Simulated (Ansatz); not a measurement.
# Ge2H2+ (doublet): from Hartree-Fock to the top rungs, cc-pVDZ

How much of the correlation energy of Ge2H2+ (doublet) does each wave-function method recover here?

The runs use Ansatz 0.2.0, Gaussian basis; cc-pVDZ, core rule «outside noble gas», up to 28 orbitals frozen.

Plan: UHF; CCSD(T) on ROHF; CCSD(T) on UHF; BCCD(T) on ROHF; CISD; CCSDT(Q) on ROHF; CCSDT(Q) on UHF; CASSCF and MRCISD+Q, 9 electrons in 10 orbitals; CASSCF and NEVPT2, 9 electrons in 10 orbitals.

16 further runs of the same task are left out: 6 that didn't finish, 10 set aside as unsound or not needed.

### Step 1. The geometry

The geometry is a PBE0/def2-TZVP stationary point (not a proven minimum) of the parent state, kept for this charge and spin. No spin-orbit coupling is included. The filled d shell of Ge may be among the frozen orbitals whatever the setting's name suggests; the logs give the count.

4 atoms, charge 1, spin multiplicity 2.

Atoms are counted from 1 here; the program's logs count them from 0.

Bond lengths: Ge1–Ge2 2.289 Å, Ge1–H3 1.538 Å, Ge1–H4 1.538 Å. Angles: Ge2–Ge1–H3 124.9°, Ge2–Ge1–H4 124.9°, H3–Ge1–H4 110.3°.

### Step 2. UHF

Input file in.yaml:

```yaml
crystal:
  periodic: [false, false, false]
  atoms:
    - {symbol: Ge, position_ang: [0.000000, 0.000000, 1.116883]}
    - {symbol: Ge, position_ang: [0.000000, 0.000000, -1.172282]}
    - {symbol: H, position_ang: [0.000000, 1.262069, 1.996235]}
    - {symbol: H, position_ang: [0.000000, -1.262069, 1.996235]}
basis:
  gaussian: {orbitals: cc-pVDZ}
total_charge: 1
magnetization: {spin_polarized: true, initial_magnetization: 1}
hamiltonian: {xc: hf}
output: {orbitals: {seedname: orbitals}}
```

Run with:

```sh
$ ansatz run in.yaml --threads 1 --pin off --events-out ev --progress --plain --max-ram 2393MiB
```

After this run come: CCSD(T) on ROHF; CCSD(T) on UHF; BCCD(T) on ROHF; CISD; CCSDT(Q) on ROHF; CCSDT(Q) on UHF; CASSCF and MRCISD+Q, 9 electrons in 10 orbitals; CASSCF and NEVPT2, 9 electrons in 10 orbitals.

Before running them: what should the planned runs give, taken together? Wanted: UCCSDT(Q) below the RHF energy; RMP2 from UCCSDT(Q); UMP2 from UCCSDT(Q); RCCSD from UCCSDT(Q); RCCSD(T) from UCCSDT(Q); UCCSD(T) from UCCSDT(Q); RCCSDT(Q) from UCCSDT(Q); NEVPT2 valence from UCCSDT(Q); MRCISD+Q valence from UCCSDT(Q).

As calculated:

```
                         quantity                                                                     value
   UCCSDT(Q) below the RHF energy                                                                -4.6974 eV
              RMP2 from UCCSDT(Q)                                                               +1151.8 meV
              UMP2 from UCCSDT(Q)                                                               +1156.5 meV
             RCCSD from UCCSDT(Q)                                                                +174.2 meV
          RCCSD(T) from UCCSDT(Q)                                                                 +41.4 meV
          UCCSD(T) from UCCSDT(Q)                                                                 +39.7 meV
         RCCSDT(Q) from UCCSDT(Q)                                                                  +2.1 meV
    NEVPT2 valence from UCCSDT(Q)                                                                +690.1 meV
  MRCISD+Q valence from UCCSDT(Q)                                                                 +14.1 meV
levels within 1 kcal/mol (43 meV)  RCCSD(T), UCCSD(T), BCCD(T), RCCSDT, UCCSDT, RCCSDT(Q), MRCISD+Q valence
                    T1 diagnostic                                                                     0.020
   effectively unpaired electrons                                                                      1.06
```

**Reading.** RCCSD(T) misses by +41.4 meV, 0.9 % of the correlation energy. One determinant dominates. Of the multireference levels listed MRCISD+Q valence comes nearest in total energy (+14.1 meV), which doesn't show that its space is the better one. These misses are within one basis, not against nature; the frozen cores of restricted and unrestricted runs differ, which can shift their rows.
